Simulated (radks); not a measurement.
# Eu³⁺ in [Xe] 4f5.75 5d0.25: an all-electron calculation

Aim: the levels, the sizes of the orbitals and the parts of the energy of the europium ion Eu3+.

Program: radks (a radial shooting solver on a logarithmic mesh, Libxc functionals) version 1. Level of theory: Dirac Kohn-Sham, SOGGA, spin-unpolarised, spherical densities, finite nucleus; open shells fill j = l - 1/2 first. These are calculated values, not measurements, unless marked.

### Step 1. Starting point

```
element            : europium (Z = 63)
charge             : +3
electrons          : 60
configuration      : [Xe] 4f5.75 5d0.25
nuclear rms radius : 5.1115 fm
```

### Step 2. The run

Input:

```text
Z 63
configuration [Xe] 4f5.75 5d0.25
relativity Dirac
functional sogga,pbe
spin unpolarised
j_filling energy
nucleus finite rms 5.1115 fm
c 137.035999084
```

**Question.** What will this run give?

As calculated:

```
                        quantity                   value
                    total energy     -10845.6317 hartree
exchange-correlation share of it                  2.19 %
                            −T/E                  1.0872
          highest occupied level       5d3/2, -25.129 eV
    most extended occupied level  5d3/2, <r> = 2.14 bohr
 radius at density 0.001 e/bohr³               3.33 bohr
    maxima of the radial density                       4
```

**Reading.** The radial density shows 4 maxima for 5 occupied principal shells; where shells overlap, one shows as a shoulder or not at all. −T/E is 1.087: with relativity the kinetic term as defined here no longer equals −E. This is not the tabulated ground configuration, so its levels and sizes aren't those of the ground state, and no measured value stands beside it.
